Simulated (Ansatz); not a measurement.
**CH3LiSe (SMILES [Li][Se]C): single points off equilibrium**

Aim: energy, forces and dipole at a structure displaced at random from a GFN2-xTB minimum, from CCSD(T) and from density functionals.

The runs use Ansatz 0.2.0, Gaussian basis; single points in def2-TZVPP.

Cores are frozen in the correlated methods. Filled d shells of the heavier atoms are correlated. The outer core shell of Li, Na, Mg and K is correlated. B3LYP uses VWN-RPA correlation.

## 1. The starting structure

SMILES `[Li][Se]C`, 6 atoms, charge 0, spin multiplicity 1.

Atoms are counted from 1 here; the program's logs count them from 0.

Bond lengths: Li1–Se2 2.331 Å, Se2–C3 2.062 Å, C3–H4 0.923 Å, C3–H5 1.244 Å, C3–H6 1.097 Å. Angles: Li1–Se2–C3 112.5°, Se2–C3–H4 112.9°, Se2–C3–H5 108.5°, Se2–C3–H6 111.4°, H4–C3–H5 104.4°, H4–C3–H6 115.9°, H5–C3–H6 102.7°.

As a file:

```mol
CH3LiSe
  3D, bonds by distance, orders not assigned

  6  5  0  0  0  0  0  0  0  0999 V2000
   -1.1129   -2.5238    1.0340 Li  0  0
   -1.2570   -0.6150   -0.2961 Se  0  0
    0.4452    0.5453   -0.1989 C   0  0
    1.1638    0.1663   -0.6379 H   0  0
    0.2349    1.6076   -0.8109 H   0  0
    0.6372    0.8901    0.8249 H   0  0
  1  2  8  0
  2  3  8  0
  3  4  8  0
  3  5  8  0
  3  6  8  0
M  END
```

## 2. CCSD(T)/def2-TZVPP

Input file run/in.yaml:

```yaml
crystal:
  periodic: [false, false, false]
  atoms:
    - {symbol: Li, position_ang: [-1.112900, -2.523800, 1.034000]}
    - {symbol: Se, position_ang: [-1.257000, -0.615000, -0.296100]}
    - {symbol: C, position_ang: [0.445200, 0.545300, -0.198900]}
    - {symbol: H, position_ang: [1.163800, 0.166300, -0.637900]}
    - {symbol: H, position_ang: [0.234900, 1.607600, -0.810900]}
    - {symbol: H, position_ang: [0.637200, 0.890100, 0.824900]}
basis:
  gaussian: {orbitals: def2-TZVPP}
correlation: {method: ccsd_t}
output: {forces: true}
```

No record of the launch command was kept for these runs.

## 3. PBE0-D4/def2-TZVPP

run/in.yaml: that of step 2 with these lines changed.

```diff
@@ -11,3 +11,3 @@
   gaussian: {orbitals: def2-TZVPP}
-correlation: {method: ccsd_t}
-output: {forces: true}
+hamiltonian: {xc: pbe0, dispersion: d4}
+output: {forces: true, orbitals: {seedname: orbitals}}
```

## 4. wB97M-V/def2-TZVPP

run/in.yaml: that of step 3 with these lines changed.

```diff
@@ -11,3 +11,3 @@
   gaussian: {orbitals: def2-TZVPP}
-hamiltonian: {xc: pbe0, dispersion: d4}
-output: {forces: true, orbitals: {seedname: orbitals}}
+hamiltonian: {xc: {name: wB97M-V}}
+output: {forces: true}
```

## 5. r2SCAN-D4/def2-TZVPP

run/in.yaml: that of step 4 with these lines changed.

```diff
@@ -11,3 +11,3 @@
   gaussian: {orbitals: def2-TZVPP}
-hamiltonian: {xc: {name: wB97M-V}}
+hamiltonian: {xc: r2scan, dispersion: d4}
 output: {forces: true}
```

## 6. PBE-D4/def2-TZVPP

run/in.yaml: that of step 5 with these lines changed.

```diff
@@ -11,3 +11,3 @@
   gaussian: {orbitals: def2-TZVPP}
-hamiltonian: {xc: r2scan, dispersion: d4}
+hamiltonian: {xc: pbe, dispersion: d4}
 output: {forces: true}
```

## 7. wB97X-V/def2-TZVPP

run/in.yaml: that of step 6 with these lines changed.

```diff
@@ -11,3 +11,3 @@
   gaussian: {orbitals: def2-TZVPP}
-hamiltonian: {xc: pbe, dispersion: d4}
+hamiltonian: {xc: {name: wB97X-V}}
 output: {forces: true}
```

## 8. B3LYP-D4/def2-TZVPP

run/in.yaml: that of step 7 with these lines changed.

```diff
@@ -11,3 +11,3 @@
   gaussian: {orbitals: def2-TZVPP}
-hamiltonian: {xc: {name: wB97X-V}}
+hamiltonian: {xc: {name: B3LYP}, dispersion: d4}
 output: {forces: true}
```

(Steps that only read results are left out.)

**Question.** What will these runs give? Wanted: energy less free atoms, CCSD(T)/def2-TZVPP; RMS force component; RMS force error; HOMO and LUMO, PBE0-D4; T1 diagnostic.

The runs gave:

| quantity | value |
| --- | --- |
| energy less free atoms, CCSD(T)/def2-TZVPP | -404.5 kcal/mol |
| RMS force component | 3.396 to 3.525 eV/Å over the methods |
| RMS force error | PBE0-D4 0.048, wB97M-V 0.061, r2SCAN-D4 0.036, PBE-D4 0.108, wB97X-V 0.096, B3LYP-D4 0.102 eV/Å |
| HOMO and LUMO, PBE0-D4 | -5.08 and -1.42 eV |
| T1 diagnostic | 0.008 |

In words: Against CCSD(T) the functionals' energies less atoms differ by -16.1 to -9.0 kcal/mol, PBE-D4 by -16.1 kcal/mol. A larger basis would deepen the CCSD(T) value, while the functionals are nearly converged already, so the order here is not reliable. On forces the order runs from r2SCAN-D4 to PBE-D4. Frozen-core CCSD(T) forces in triple zeta carry basis errors of their own, and this is one geometry, so small gaps rank nothing.
